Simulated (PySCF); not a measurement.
# O2ZnH2 in PySCF: further runs, part 2 of 2

PySCF 2.14.0. Earlier steps stand in the parts before.

## 3. Atomic charges, rSCAN+D4

run.py reads:

```python
import json
import numpy as np
from pyscf.pbc import gto, scf, dft, df
from pyscf.pbc.tools import pyscf_ase
from ase.io import read

atoms = read('ZnH2O2.cif')
cell = pyscf_ase.cell_from_ase(atoms)
cell.basis = 'def2-svp'
cell.exp_to_discard = 0
cell.precision = 1e-08
cell.max_memory = 2520  # MB
cell.verbose = 4
cell.build()

res = {}
from pyscf.dispersion import dftd4
d = dftd4.DFTD4Dispersion(cell, xc='rscan', atm=True).get_dispersion(grad=True)
print('dispersion energy = %.10f' % d['energy'])
res['e_disp'] = float(d['energy'])

kpts = cell.make_kpts([1, 1, 1])
mf = dft.KRKS(cell, kpts, xc='MGGA_X_RSCAN,MGGA_C_RSCAN')
mf = mf.density_fit()
mf.with_df._cderi = 'cderi.h5'  # three-centre integrals saved by an earlier run on this cell, basis and mesh
mf.conv_tol = 1e-07
mf.max_cycle = 60

mf.kernel()
res.update(converged=bool(mf.converged), e_tot=mf.e_tot, nelec=cell.nelectron, nao=cell.nao, mesh=list(map(int, cell.mesh)), a=cell.lattice_vectors().tolist(), coords=cell.atom_coords().tolist(),
           mo_energy=[np.real(x).tolist() for x in mf.mo_energy], mo_occ=[np.real(x).tolist() for x in mf.mo_occ])
res.update(kpts=cell.get_scaled_kpts(kpts).tolist())
res['parts'] = {k: float(np.real(v)) for k, v in mf.scf_summary.items() if np.isscalar(v)}
json.dump(res, open('results.json', 'w'))
if not mf.converged:
    raise SystemExit('SCF not converged')

print('levels (eV)')
for i, kp in enumerate(res['kpts'][:40]):
    print('k %7.4f %7.4f %7.4f  ' % tuple(kp), ' '.join('%.3f' % (x * 27.211386) for x in res['mo_energy'][i][:29]))

# Mulliken populations
dm, s = np.asarray(mf.make_rdm1()), np.asarray(mf.get_ovlp())
sites = cell.aoslice_by_atom()[:, 2:]
tot = np.einsum('kij,kji->i', dm, s).real / len(kpts)
res['mulliken'] = [cell.atom_charge(i) - tot[a0:a1].sum() for i, (a0, a1) in enumerate(sites)]
print('Mulliken charges', np.round(res['mulliken'], 5))
res['meta_lowdin'] = mf.mulliken_meta()[1].tolist()
res['done'] = True
json.dump(res, open('results.json', 'w'))
```

ZnH2O2.cif reads:

```cif
data_ZnH2O2
_cell_length_a 12.00000000
_cell_length_b 10.00000000
_cell_length_c 13.00000000
_cell_angle_alpha 90.00000000
_cell_angle_beta 90.00000000
_cell_angle_gamma 90.00000000
_space_group_name_H-M_alt 'P1'
_space_group_name_Hall 'P 1'
_space_group_IT_number 1
loop_
_space_group_symop_operation_xyz
'x,y,z'
loop_
_atom_site_label
_atom_site_type_symbol
_atom_site_symmetry_multiplicity
_atom_site_Wyckoff_symbol
_atom_site_fract_x
_atom_site_fract_y
_atom_site_fract_z
_atom_site_occupancy
O1 O 1 a 0.4465083300 0.4650750000 0.3765230800 1
Zn1 Zn 1 a 0.5096166700 0.4741950000 0.4990000000 1
O2 O 1 a 0.5754916700 0.4669450000 0.6203000000 1
H1 H 1 a 0.3763916700 0.5104150000 0.3707230800 1
H2 H 1 a 0.6257750000 0.5391250000 0.6345076900 1
```

Potentials or basis: def2-svp (all-electron).

On the command line:

```
> OMP_NUM_THREADS=2 python -u run.py > log
```

Output:

```text
Discarded 0 diffused primitive functions, 0 contracted functions

PySCF version 2.14.0

[INPUT] verbose = 4
[INPUT] num. atoms = 5
[INPUT] num. electrons = 48
[INPUT] charge = 0
[INPUT] spin (= nelec alpha-beta = 2S) = 0
[INPUT] symmetry False subgroup None
[INPUT] Mole.unit = angstrom
[INPUT] Symbol           X                Y                Z      unit          X                Y                Z       unit  Magmom
[INPUT]  1 O      5.358099960000   4.650750000000   4.894800040000 AA   10.125341472443   8.788643773821   9.249831510110 Bohr   0.0
[INPUT]  2 Zn     6.115400040000   4.741950000000   6.487000000000 AA   11.556431217754   8.960986796381  12.258653370054 Bohr   0.0
[INPUT]  3 O      6.905900040000   4.669450000000   8.063900000000 AA   13.050259719223   8.823981652350  15.238562495880 Bohr   0.0
[INPUT]  4 H      4.516700040000   5.104150000000   4.819400040000 AA    8.535326062412   9.645445598699   9.107346160318 Bohr   0.0
[INPUT]  5 H      7.509300000000   5.391250000000   8.248599970000 AA   14.190520387196  10.187985969061  15.587594854396 Bohr   0.0

nuclear repulsion = 32.9095858895085
number of shells = 29
number of NR pGTOs = 135
number of NR cGTOs = 69
basis = def2-svp
ecp = {}
lattice vectors  a1 [22.676713495, 0.000000000, 0.000000000]
                 a2 [0.000000000, 18.897261246, 0.000000000]
                 a3 [0.000000000, 0.000000000, 24.566439619]
dimension = 3
low_dim_ft_type = None
Cell volume = 10527.4
exp_to_discard = 0
rcut = 33.10003720021863 (nimgs = [2 2 2])
precision = 1e-08
pseudo = None
ke_cutoff = 5330784.793297024
    = [23571 19643 25535] mesh (11822836581855 PWs)
dispersion energy = -0.0005677265

******** <class 'pyscf.pbc.dft.krks.KRKS'> ********
method = KRKS
initial guess = minao
damping factor = 0
level_shift factor = 0
DIIS = <class 'pyscf.scf.diis.CDIIS'>
diis_start_cycle = 1
diis_space = 8
diis_damp = 0
SCF conv_tol = 1e-07
SCF conv_tol_grad = None
SCF max_cycles = 60
direct_scf = True
direct_scf_tol = 1e-13

******** PBC SCF flags ********
N kpts = 1
Exchange divergence treatment (exxdiv) = ewald
    madelung (= occupied orbital energy shift) = 0.12706052843129118
    Total energy shift due to Ewald probe charge = -1/2 * Nelec*madelung = -3.04945268235
DF object = <pyscf.pbc.df.df.GDF object>
XC functionals = MGGA_X_RSCAN,MGGA_C_RSCAN
small_rho_cutoff = 0
radial grids:
    Treutler-Ahlrichs [JCP 102, 346 (1995); DOI:10.1063/1.469408] (M4) radial grids

becke partition: Becke, JCP 88, 2547 (1988); DOI:10.1063/1.454033
pruning grids: <function nwchem_prune>
grids dens level: 3
symmetrized grids: False
atomic radii adjust function: <function treutler_atomic_radii_adjust>
Set gradient conv threshold to 0.000316228

******** <class 'pyscf.pbc.df.rsdf_builder._RSNucBuilder'> ********
mesh = [43 37 47] (74777 PWs)
ke_cutoff = 16.92809565338868
omega = 0.5036210899858896
exclude_d_aux = False
exclude_dd_block = True
j2c_eig_always = False
has_long_range = True
tot grids = 68410
cell vol = 10527.4018  sum(weights) = 10724.587
nelec by numeric integration = 48.00000276361001
init E= -1931.49420811897
  HOMO = -0.289743136635  LUMO = -0.0678793674302  gap/eV = 6.03722
nelec by numeric integration = 48.00000117148534
cycle= 1 E= -1930.60130568272  delta_E= 0.893  |g|= 1.36  |ddm|=  2.4
  HOMO = -0.030047258867  LUMO = 0.0213419944669  gap/eV = 1.39837
nelec by numeric integration = 48.00000743606325
cycle= 2 E= -1928.72917878372  delta_E= 1.87  |g|= 3.14  |ddm|= 3.74
  HOMO = -0.247215641291  LUMO = -0.0315212284409  gap/eV = 5.86934
nelec by numeric integration = 48.000002591828974
cycle= 3 E= -1930.92909147248  delta_E= -2.2  |g|=  0.2  |ddm|= 3.13
  HOMO = -0.216444985915  LUMO = -0.0293181258315  gap/eV = 5.09198
nelec by numeric integration = 48.00000240409942
cycle= 4 E= -1930.93535024733  delta_E= -0.00626  |g|= 0.187  |ddm|= 0.392
  HOMO = -0.227433355797  LUMO = -0.0360092739373  gap/eV = 5.20891
nelec by numeric integration = 48.000002674464156
cycle= 5 E= -1930.94003163114  delta_E= -0.00468  |g|= 0.0313  |ddm|= 0.113
  HOMO = -0.225893573435  LUMO = -0.033672132962  gap/eV = 5.23061
nelec by numeric integration = 48.00000263849974
cycle= 6 E= -1930.94021433312  delta_E= -0.000183  |g|= 0.00526  |ddm|= 0.0343
  HOMO = -0.226357213872  LUMO = -0.0338742453081  gap/eV = 5.23773
nelec by numeric integration = 48.000002640527015
cycle= 7 E= -1930.94021887161  delta_E= -4.54e-06  |g|= 0.00185  |ddm|= 0.00467
  HOMO = -0.226447386732  LUMO = -0.0339067335309  gap/eV = 5.23930
nelec by numeric integration = 48.0000026399662
cycle= 8 E= -1930.94021944391  delta_E= -5.72e-07  |g|= 0.00075  |ddm|= 0.00192
  HOMO = -0.226495881215  LUMO = -0.0339331342444  gap/eV = 5.23990
nelec by numeric integration = 48.00000264044093
cycle= 9 E= -1930.94021955497  delta_E= -1.11e-07  |g|= 5.89e-05  |ddm|= 0.00058
  HOMO = -0.226500581413  LUMO = -0.0339361544219  gap/eV = 5.23994
nelec by numeric integration = 48.00000264050051
cycle= 10 E= -1930.94021955542  delta_E= -4.46e-10  |g|= 5.8e-06  |ddm|= 3.75e-05
  HOMO = -0.226501005998  LUMO = -0.0339354909812  gap/eV = 5.23997
nelec by numeric integration = 48.000002640477845
Extra cycle  E= -1930.94021955541  delta_E= 6.82e-12  |g|= 9.97e-06  |ddm|= 1.86e-05
converged SCF energy = -1930.94021955541
levels (eV)
k  0.0000  0.0000  0.0000   -9434.823 -1144.724 -1007.749 -1007.748 -1007.588 -514.684 -514.681 -129.926 -85.767 -85.765 -85.677 -24.067 -23.785 -13.000 -11.998 -11.727 -11.522 -11.522 -10.400 -9.779 -7.322 -6.963 -6.171 -6.163 -0.923 1.952 1.993 2.758 3.826
Mulliken charges [-0.56925  0.76478 -0.56954  0.18689  0.18712]
 ** Mulliken pop on meta-lowdin orthogonal AOs **
 ** Mulliken pop  **
pop of  0 O 1s            1.99994
pop of  0 O 2s            1.73809
pop of  0 O 3s            0.00809
pop of  0 O 2px           1.56447
pop of  0 O 2py           1.84225
pop of  0 O 2pz           1.74434
pop of  0 O 3px           0.00422
pop of  0 O 3py           0.00559
pop of  0 O 3pz           0.00548
pop of  0 O 3dxy          0.00194
pop of  0 O 3dyz          0.00077
pop of  0 O 3dz^2         0.00171
pop of  0 O 3dxz          0.00070
pop of  0 O 3dx2-y2       0.00098
pop of  1 Zn 1s           2.00000
pop of  1 Zn 2s           1.99998
pop of  1 Zn 3s           1.99993
pop of  1 Zn 4s           0.73347
pop of  1 Zn 5s           0.01308
pop of  1 Zn 2px          2.00000
pop of  1 Zn 2py          2.00000
pop of  1 Zn 2pz          2.00000
pop of  1 Zn 3px          1.99999
pop of  1 Zn 3py          2.00000
pop of  1 Zn 3pz          1.99999
pop of  1 Zn 4px          0.05714
pop of  1 Zn 4py          0.05972
pop of  1 Zn 4pz          0.02551
pop of  1 Zn 3dxy         1.99969
pop of  1 Zn 3dyz         1.99823
pop of  1 Zn 3dz^2        1.94657
pop of  1 Zn 3dxz         1.94547
pop of  1 Zn 3dx2-y2      1.99620
pop of  1 Zn 4dxy         0.00034
pop of  1 Zn 4dyz         0.00113
pop of  1 Zn 4dz^2        0.00141
pop of  1 Zn 4dxz         0.00053
pop of  1 Zn 4dx2-y2      0.00022
pop of  1 Zn 4f-3         0.00000
pop of  1 Zn 4f-2         0.00000
pop of  1 Zn 4f-1         0.00000
pop of  1 Zn 4f+0         0.00001
pop of  1 Zn 4f+1         0.00001
pop of  1 Zn 4f+2         0.00000
pop of  1 Zn 4f+3         0.00000
pop of  2 O 1s            1.99994
pop of  2 O 2s            1.73803
pop of  2 O 3s            0.00808
pop of  2 O 2px           1.72694
pop of  2 O 2py           1.68460
pop of  2 O 2pz           1.73979
pop of  2 O 3px           0.00500
pop of  2 O 3py           0.00481
pop of  2 O 3pz           0.00549
pop of  2 O 3dxy          0.00246
pop of  2 O 3dyz          0.00092
pop of  2 O 3dz^2         0.00148
pop of  2 O 3dxz          0.00060
pop of  2 O 3dx2-y2       0.00065
pop of  3 H 1s            0.67477
pop of  3 H 2s            0.01235
pop of  3 H 2px           0.00143
pop of  3 H 2py           0.00178
pop of  3 H 2pz           0.00178
pop of  4 H 1s            0.67461
pop of  4 H 2s            0.01236
pop of  4 H 2px           0.00162
pop of  4 H 2py           0.00162
pop of  4 H 2pz           0.00174
 ** Mulliken atomic charges  **
charge of    0O =     -0.91857
charge of    1Zn =      1.22140
charge of    2O =     -0.91878
charge of    3H =      0.30790
charge of    4H =      0.30805
```

Wall time 9.5 s (2 threads of Arm Neoverse V1, shared host); peak memory 1.9 GiB.

What came out:

```
Free energy                     : -52543.5756 eV
Gap between the frontier levels : 5.24 eV
Meta-löwdin charges             : O -0.92; Zn +1.22; H +0.31 e
Dispersion energy per atom      : -0.003 eV
```

Levels at points of the mesh, in eV from the valence-band top:
| k point | band 20 | band 21 | band 22 | band 23 | band 24 | band 25 | band 26 | band 27 | band 28 | band 29 |
| --- | --- | --- | --- | --- | --- | --- | --- | --- | --- | --- |
| (0.00, 0.00, 0.00) | -3.62 | -1.16 | -0.80 | -0.01 | 0.00 | 5.24 | 8.12 | 8.16 | 8.92 | 9.99 |

Caveat: this is a molecule in a periodic box at the Γ point, so its band gap is the HOMO-LUMO gap; the energy listed adds the dispersion energy to the SCF energy of the log; population charges move with the basis; the basis of atomic orbitals isn't converged, which shifts pressures, moduli and gaps.

## 4. Atomic charges, HLE16

run.py: that of step 3 with these lines changed.

```diff
@@ -16,9 +16,4 @@
 res = {}
-from pyscf.dispersion import dftd4
-d = dftd4.DFTD4Dispersion(cell, xc='rscan', atm=True).get_dispersion(grad=True)
-print('dispersion energy = %.10f' % d['energy'])
-res['e_disp'] = float(d['energy'])
-
 kpts = cell.make_kpts([1, 1, 1])
-mf = dft.KRKS(cell, kpts, xc='MGGA_X_RSCAN,MGGA_C_RSCAN')
+mf = dft.KRKS(cell, kpts, xc='GGA_XC_HLE16')
 mf = mf.density_fit()
```

ZnH2O2.cif is that of step 3.

On the command line:

```
> OMP_NUM_THREADS=2 python -u run.py > log
```

It took 7.9 s on 2 threads of Arm Neoverse V1, shared host; peak memory 1.9 GiB.

It converged, with:

- Free energy: -53113.2828 eV
- Gap between the frontier levels: 5.42 eV
- Meta-löwdin charges: O -1.01; Zn +1.37; H +0.33 e

Levels at points of the mesh, in eV from the valence-band top:
| k point | band 21 | band 22 | band 23 | band 24 | band 25 | band 26 | band 27 | band 28 |
| --- | --- | --- | --- | --- | --- | --- | --- | --- |
| (0.00, 0.00, 0.00) | -1.06 | -0.71 | -0.01 | 0.00 | 5.42 | 8.70 | 8.90 | 9.01 |

Caveat: this is a molecule in a periodic box at the Γ point, so its band gap is the HOMO-LUMO gap; population charges move with the basis; the basis of atomic orbitals isn't converged, which shifts pressures, moduli and gaps.

## 5. The runs side by side

```csv
level,three-body dispersion term,gap on the mesh (eV)
RPBE,-,4.43
rSCAN+D4,yes,5.24
HLE16,-,5.42
```

Alike in all rows: task atomic charges; potentials or basis def2-svp (all-electron); no spin polarisation; cell as given; k mesh 1 × 1 × 1; smearing fixed.

Caveats: this is a molecule in a periodic box at the Γ point, so its band gap is the HOMO-LUMO gap; the basis of atomic orbitals isn't converged, which shifts pressures, moduli and gaps.

Total energies depend on the potentials used, so only differences within one code and one set of settings carry meaning.
